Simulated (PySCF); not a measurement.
# H2MoO3 with other numerical set-ups

The method stays; parts of the set-up, such as the basis or the Hamiltonian, are changed.

The runs use PySCF 2.14.0; each script names its method and basis.

2 further runs of the same task are left out: 2 that didn't finish.

### 1 The system as given

H2MoO3: 6 atoms, charge 0, spin multiplicity 1.

Bond lengths: Mo1–O2 1.668 Å, Mo1–O3 1.856 Å, Mo1–O4 1.847 Å, O3–H5 0.964 Å, O4–H6 0.964 Å. Angles: O2–Mo1–O3 118.0°, O2–Mo1–O4 115.0°, O3–Mo1–O4 127.0°, Mo1–O3–H5 143.6°, Mo1–O4–H6 148.1°.

Geometry (Å):

```mol
H2MoO3
  3D, bonds by distance, orders not assigned

  6  5  0  0  0  0  0  0  0  0999 V2000
    0.0177   -0.0032    0.0152 Mo  0  0
    1.6560   -0.1339   -0.2696 O   0  0
   -0.7012    1.6979    0.1995 O   0  0
   -0.8901   -1.6094    0.1056 O   0  0
   -0.4838    2.6375    0.1930 H   0  0
   -1.7283   -2.0706    0.2260 H   0  0
  1  2  8  0
  1  3  8  0
  1  4  8  0
  3  5  8  0
  4  6  8  0
M  END
```

### 2 Base script

input.py reads:

```python
from pyscf import gto, scf, mp

mol = gto.M(
    atom='Mo 0.0177 -0.0032 0.0152; O 1.656 -0.1339 -0.2696; O -0.7012 1.6979 0.1995; O -0.8901 -1.6094 0.1056; H -0.4838 2.6375 0.193; H -1.7283 -2.0706 0.226',
    basis='lanl2dz',
    ecp={'Mo': 'lanl2dz'},
    charge=0,
    spin=0,
    verbose=4,
)
mf = scf.RHF(mol)
mf.kernel()
mp.MP2(mf, frozen=3).kernel()
mf.dip_moment()
print('orbital energies (hartree):', mf.mo_energy[..., max(0, mol.nelec[1]-3):mol.nelec[0]+3].round(4))
```

Run with:

```
OMP_NUM_THREADS=1 python input.py
```

Its log is not repeated here.

In short: E(SCF) = -292.596693 Eh, 15 cycles, E(MP2) − E(SCF) = -0.61877 Eh, μ = 3.78 D (of the SCF density).

### 3 Sto-3g (core potential off)

Edit 1 changes basis set: lanl2dz → sto-3g; core potential: on → off; frozen orbitals: 3 → 17. The core potential changes with it: totals don't compare.

input.py reads:

```python
from pyscf import gto, scf, mp

mol = gto.M(
    atom='Mo 0.0177 -0.0032 0.0152; O 1.656 -0.1339 -0.2696; O -0.7012 1.6979 0.1995; O -0.8901 -1.6094 0.1056; H -0.4838 2.6375 0.193; H -1.7283 -2.0706 0.226',
    basis='sto-3g',
    charge=0,
    spin=0,
    verbose=4,
)
mf = scf.RHF(mol)
mf.kernel()
mp.MP2(mf, frozen=17).kernel()
mf.dip_moment()
print('orbital energies (hartree):', mf.mo_energy[..., max(0, mol.nelec[1]-3):mol.nelec[0]+3].round(4))
```

Run with:

```
OMP_NUM_THREADS=1 python input.py
```

### 4 Crenbl

Edit 2 changes basis set: lanl2dz → crenbl; frozen orbitals: 3 → none. The core potential changes with it: totals don't compare.

input.py reads:

```python
from pyscf import gto, scf, mp

mol = gto.M(
    atom='Mo 0.0177 -0.0032 0.0152; O 1.656 -0.1339 -0.2696; O -0.7012 1.6979 0.1995; O -0.8901 -1.6094 0.1056; H -0.4838 2.6375 0.193; H -1.7283 -2.0706 0.226',
    basis='crenbl',
    ecp={'Mo': 'crenbl', 'O': 'crenbl'},
    charge=0,
    spin=0,
    verbose=4,
)
mf = scf.RHF(mol)
mf.kernel()
mp.MP2(mf).kernel()
mf.dip_moment()
print('orbital energies (hartree):', mf.mo_energy[..., max(0, mol.nelec[1]-3):mol.nelec[0]+3].round(4))
```

### 5 Core potential off

Edit 3 changes core potential: on → off. The core potential changes with it: totals don't compare.

input.py: that of step 2 with these lines changed.

```diff
@@ -5,3 +5,2 @@
     basis='lanl2dz',
-    ecp={'Mo': 'lanl2dz'},
     charge=0,
```

**Question.** What will these runs give? Wanted: for each run, E(SCF); from base; gap; SCF dipole; after the SCF.

**Answer**, as computed:

| run | E(SCF) (hartree) | from base (eV) | cycles | gap (eV) | SCF dipole (D) | functions | after the SCF |
| --- | --- | --- | --- | --- | --- | --- | --- |
| base | -292.596693 | 0 | 15 | 11.68 | 3.78 | 53 | MP2 correlation -16.838 eV, core frozen |
| sto-3g (core potential off) | -4158.709861 | not comparable | 13 | 12.33 | 2.17 | 44 | MP2 correlation -10.030 eV, core frozen |
| crenbl | -115.595764 | not comparable | 14 | 11.42 | 3.90 | 96 | MP2 correlation -20.873 eV |
| core potential off (poor choice) | -877.910712 | not comparable | 10 | 13.95 | 7.20 | 53 | MP2 correlation -8.531 eV, core frozen |

**Reading.** Rows marked «poor choice» come from settings spoiled on purpose.
